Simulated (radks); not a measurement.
# Ag²⁺ in [Kr] 4d9: an all-electron calculation

An exercise on one series of results from a longer session: the logs are not shown, and one member is left open.

The numbers are computed with radks (a radial shooting solver on a logarithmic mesh, Libxc functionals) version 1 (Dirac Kohn-Sham, HCTH/407, spin-unpolarised, spherical densities, point nucleus; open shells fill j = l - 1/2 first), except any that are marked as measured or tabulated.

## What is computed

* element: silver (Z = 47)
* charge: +2
* electrons: 45
* configuration: [Kr] 4d9

Set-up of the first run:

Settings of this run:

```text
Z 47
configuration [Kr] 4d9
relativity Dirac
functional hcth_407
spin unpolarised
j_filling energy
nucleus point
c 137.035999084
```

Run with:

```sh
$ python run_ks.py task.json out
```

The same process makes all the runs of this session.

Steps of the session up to this table: Self-consistent calculation.

One table of the session follows, with a row left open; its other results are not shown here.

It belongs to the step «Orbitals and density». From the orbitals of this run (lengths in bohr):

```
level      <r>  outermost maximum (interpolated)  90 % within  nodes
1s1/2  0.03112                            0.0202       0.0558      0
2s1/2   0.1346                             0.114        0.208      1
2p1/2   0.1141                            0.0882        0.187      0
2p3/2        ?                                 ?            ?      ?
3s1/2   0.3680                             0.333        0.542      2
3p1/2   0.3595                             0.319        0.542      1
3p3/2   0.3704                             0.329        0.557      1
3d3/2   0.3429                             0.272        0.543      0
3d5/2   0.3464                             0.274        0.548      0
4s1/2   0.9091                             0.822         1.32      3
4p1/2   0.9726                             0.859         1.44      2
4p3/2    1.003                             0.883         1.48      2
4d3/2    1.288                              1.01         2.03      1
4d5/2    1.304                              1.02         2.05      1
```

Q: Estimate the row for 2p3/2 from the others.

The run gave: <r>: 0.1192; outermost maximum (interpolated): 0.0924; 90 % within: 0.194; nodes: 0. In the column «<r>» it lies between 2p1/2 (0.1141) and 2s1/2 (0.1346).

Limits of these values: Spin polarisation and multiplet splitting are left out.
